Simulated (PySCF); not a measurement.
# GeS: bond curves at several levels of theory

The task here is to estimate one member of a computed series from the others.

Method: Ge 6-31G(d,p), S 6-31G(d,p), no relativity; program: PySCF 2.14.0.

Set-up of the first run:

A driver script around PySCF takes these settings:

```yaml
atoms: Ge, S
charge: 0
basis: Ge 6-31G(d,p), S 6-31G(d,p)
Hamiltonian: no relativity
basis_functions: 50
electrons_treated: 48
masses_in_u: 73.9212, 31.9721
levels: PBE0, PBE, r²SCAN, r²SCANh, LDA, PW91, HF, MP2, SCS-MP2, CCSD, CCSD(T)
grid: 80 radial by 434 angular points
occupations: held fixed by the projection of orbital angular momentum
dissociation_limit: Ge + S, each in its ground configuration
starting_distance_in_angstrom: 2.145
values_of_2S_to_try: 0, 2, 4
```

The run is started by

```console
$ OMP_NUM_THREADS=1 python dia.py task.json out
```

Among the steps run: Input; PBE0 along the bond; Other states along the same grid; PBE (GGA); r²SCAN (meta-GGA); r²SCANh (hybrid meta-GGA); LDA (local density); PW91; RHF; MP2 and coupled cluster.

One of the session's tables, all rows but one given; the rest of the session is left out.

It belongs to the step «Constants by level of theory». 

```
      level  Re (mÅ)
        RHF      -10
    RHF-MP2      +16
RHF-SCS-MP2      +17
   RHF-CCSD      +13
RHF-CCSD(T)        ?
        LDA      +16
        PBE      +38
       PW91      +37
     r²SCAN      +17
    r²SCANh      +10
       PBE0      +11
```

Estimate the missing values for RHF-CCSD(T).

The run gave: Re (mÅ): +27. In the column «Re (mÅ)» it lies between r²SCAN (+17) and PW91 (+37).

Hartree–Fock makes the bond too short and too stiff against this reference, as it mostly does. PBE gives a bond that is too long and too soft, as GGAs tend to.
